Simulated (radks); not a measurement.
# Ce⁴⁺ in [Kr] 4d10 5s2 5p5.75 5d0.25: an all-electron calculation

Aim: the levels, the sizes of the orbitals and the parts of the energy of the cerium ion Ce4+.

Program: radks (a radial shooting solver on a logarithmic mesh, Libxc functionals) version 1. Level of theory: scalar-relativistic Kohn-Sham, PBEsol, spin-polarised, spherical densities, finite nucleus; open shells are filled with parallel spins first. These are calculated values, not measurements, unless marked.

### Step 1. What is computed

- element: cerium (Z = 58)
- charge: +4
- electrons: 54
- configuration: [Kr] 4d10 5s2 5p5.75 5d0.25
- nuclear rms radius: 4.8771 fm

### Step 2. Self-consistent calculation

Settings of this run:

```text
Z 58
configuration [Kr] 4d10 5s2 5p5.75 5d0.25
relativity scalar-relativistic
functional pbe_sol,pbe_sol
spin polarised
nucleus finite rms 4.8771 fm
c 137.035999084
```

On the command line:

```sh
python run_ks.py task.json out
```

The same process makes all the runs of this session.

**Question.** What will this run give?

**Answer**, as computed:

| quantity | value |
| --- | --- |
| total energy | -8853.7313 hartree |
| exchange-correlation share of it | 2.31 % |
| −T/E | 1.0598 |
| highest occupied level | 5d up, -35.883 eV |
| most extended occupied level | 5d up, <r> = 2.10 bohr |
| radius at density 0.001 e/bohr³ | 3.35 bohr |
| maxima of the radial density | 4 |

What this shows: The radial density shows 4 maxima for 5 occupied principal shells; where shells overlap, one shows as a shoulder or not at all. −T/E is 1.060: with relativity the kinetic term as defined here no longer equals −E. This is not the tabulated ground configuration, so its levels and sizes aren't those of the ground state, and no measured value stands beside it.
